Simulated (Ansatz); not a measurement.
**GeH6SiTe: rigid scan of one bond length, by script**

How does the energy of GeH6SiTe change as one bond is stretched? A script is to give a rigid scan of one bond length; the system is GeH6SiTe. SMILES: [SiH3][Te][GeH3].

All numbers are computed with Ansatz 0.2.0, driven from Python. Level of theory: PBE0/def2-SVP.

## Step 1: Starting point

Bond lengths: Si1–Te2 2.421 Å, Te2–Ge3 2.556 Å, Si1–H4 1.414 Å, Si1–H5 1.522 Å, Si1–H6 1.498 Å, Ge3–H7 1.602 Å, Ge3–H8 1.485 Å, Ge3–H9 1.592 Å. Angles: Si1–Te2–Ge3 88.6°, Te2–Si1–H4 110.4°, Te2–Si1–H5 110.7°, Te2–Si1–H6 111.8°, H4–Si1–H5 107.6°, H4–Si1–H6 109.9°, H5–Si1–H6 106.4°, Te2–Ge3–H7 108.3°, Te2–Ge3–H8 109.9°, Te2–Ge3–H9 109.8°, H7–Ge3–H8 109.7°, H7–Ge3–H9 107.2°, H8–Ge3–H9 111.8°.

geh6site.xyz, read by the script:

```xyz
9

Si   -0.78100    1.12790   -1.05060
Te    1.47130    0.23990   -1.04300
Ge    0.84360   -1.17000    0.99400
H    -1.72100    0.08700   -1.23130
H    -0.96460    2.11680   -2.19300
H    -1.08720    1.87770    0.20960
H     2.13470   -2.00560    1.44350
H    -0.25960   -2.10090    0.64440
H     0.45210   -0.21910    2.20940
```

## Step 2: The script

Contents of run_scan.py:

```python
"""Potential curve of GeH6SiTe along one bond."""

import warnings

import ansatz
import matplotlib.pyplot as plt
import numpy as np


def main() -> None:
    warnings.simplefilter("ignore", ansatz.DeckWarning)

    system = ansatz.Crystal.molecule_from_extxyz("geh6site.xyz")

    symbols = [site.symbol for site in system.cartesian_sites]
    start = np.array([site.position_ang for site in system.cartesian_sites])
    axis = (start[4] - start[0]) / np.linalg.norm(start[4] - start[0])
    moving = [4]
    lengths, energies = [1.339, 1.4, 1.461, 1.522, 1.583, 1.644, 1.705, 1.796], []
    for length in lengths:
        xyz = start.copy()
        xyz[moving] += (length - np.linalg.norm(start[4] - start[0])) * axis
        point = ansatz.Crystal.molecule()
        for symbol, place in zip(symbols, xyz):
            point = point.atom(symbol, place.tolist())
        setup = (
            point.calculation()
            .basis(gaussian="def2-SVP")
            .functional("pbe0")
        )
        rep = setup.run().report
        energies.append(rep["free_energy_ev"])
        print(f"r = {length:6.3f} A  E = {energies[-1]:.5f} eV  <S^2> = {abs(rep['mean_field']['state']['spin_squared']):.3f}")

    # quartic fit about the minimum
    fit = np.polynomial.Polynomial.fit(lengths, np.array(energies) - min(energies), 4).convert()
    roots = [r.real for r in fit.deriv().roots() if abs(r.imag) < 1e-9 and fit.deriv(2)(r.real) > 0]
    r_e = min(roots, key=lambda r: abs(r - lengths[int(np.argmin(energies))]))
    print(f"minimum of the fit at {r_e:.4f} A, force constant {fit.deriv(2)(r_e):.2f} eV/A^2")
    plt.figure(figsize=(4.5, 3))
    plt.plot(lengths, np.array(energies) - min(energies), "o-")
    plt.xlabel("bond length (A)")
    plt.ylabel("E - E(min) (eV)")
    plt.tight_layout()
    plt.savefig("scan.png", dpi=100)


if __name__ == "__main__":
    main()
```

## Step 3: The calls as engine input

The engine receives this input (first run):

```yaml
crystal:
  periodic: [false, false, false]
  atoms:
    - { symbol: Si, position_ang: [-0.781, 1.1279, -1.0506] }
    - { symbol: Te, position_ang: [1.4713, 0.2399, -1.043] }
    - { symbol: Ge, position_ang: [0.8436, -1.17, 0.994] }
    - { symbol: H, position_ang: [-1.721, 0.087, -1.2313] }
    - { symbol: H, position_ang: [-0.9425166966450987, 1.9978556716358287, -2.0555927791250586] }
    - { symbol: H, position_ang: [-1.0872, 1.8777, 0.2096] }
    - { symbol: H, position_ang: [2.1347, -2.0056, 1.4435] }
    - { symbol: H, position_ang: [-0.2596, -2.1009, 0.6444] }
    - { symbol: H, position_ang: [0.4521, -0.2191, 2.2094] }
basis:
  gaussian:
    orbitals: def2-SVP
hamiltonian:
  xc: pbe0
```

## Step 4: The run

On the command line:

```sh
$ python run_scan.py
```

Output:

```text
r =  1.339 A  E = -71767.15400 eV  <S^2> = 0.000
r =  1.400 A  E = -71767.33628 eV  <S^2> = 0.000
r =  1.461 A  E = -71767.41847 eV  <S^2> = 0.000
r =  1.522 A  E = -71767.42320 eV  <S^2> = 0.000
r =  1.583 A  E = -71767.36852 eV  <S^2> = 0.000
r =  1.644 A  E = -71767.26880 eV  <S^2> = 0.000
r =  1.705 A  E = -71767.13532 eV  <S^2> = 0.000
r =  1.796 A  E = -71766.89211 eV  <S^2> = 0.000
minimum of the fit at 1.4951 A, force constant 18.01 eV/A^2
```

Wall time 54 s (1 thread of Arm Neoverse V1, shared host); peak memory 0.35 GiB.

## Step 5: Inputs of later runs

The engine's inputs for some of the other runs:

Run 5, against run 1:

```diff
@@ -8 +8 @@
-    - { symbol: H, position_ang: [-0.9425166966450987, 1.9978556716358287, -2.0555927791250586] }
+    - { symbol: H, position_ang: [-0.9719491641442802, 2.156383814936159, -2.2387281324532995] }
```

Run 7, against run 1:

```diff
@@ -8 +8 @@
-    - { symbol: H, position_ang: [-0.9425166966450987, 1.9978556716358287, -2.0555927791250586] }
+    - { symbol: H, position_ang: [-0.9866653978938711, 2.235647886586324, -2.33029580911742] }
```

Run 8, against run 1:

```diff
@@ -8 +8 @@
-    - { symbol: H, position_ang: [-0.9425166966450987, 1.9978556716358287, -2.0555927791250586] }
+    - { symbol: H, position_ang: [-0.9976422607726642, 2.2947710875712835, -2.398596289252133] }
```

## Step 6: Run by run

The 8 runs, in the order started:

```tsv
run	distance (Å)	energy from run 4 (eV)	SCF cycles	CPU time (s)
1	1.34	0.2692	15	7.2
2	1.40	0.0869	15	6.3
3	1.46	0.0047	15	6.2
4	1.52	0.0000	15	6.3
5	1.58	0.0547	16	6.3
6	1.64	0.1544	16	6.6
7	1.71	0.2879	16	7.1
8	1.80	0.5311	16	5.9
```

## Step 7: Outcome

| quantity | value |
| --- | --- |
| bond length at the fit's minimum | 1.4951 Å |
| runs compared | 8 |
| range of energy | 0.531 eV |
| lowest point, distance (Å) | 1.52 |

**Reading.** The lowest point, at 1.52, lies inside the range. The ends stand 0.269 and 0.531 eV above it. The distance scanned is the script's pair 0, 4. Notes:
- The rest of the molecule is held rigid at a force-field or estimated start geometry, and the basis set is modest; single-reference methods fail as a bond breaks.
- def2 sets replace the cores of elements past krypton by effective core potentials.
- The orbitals are restricted, so S² is zero by construction.
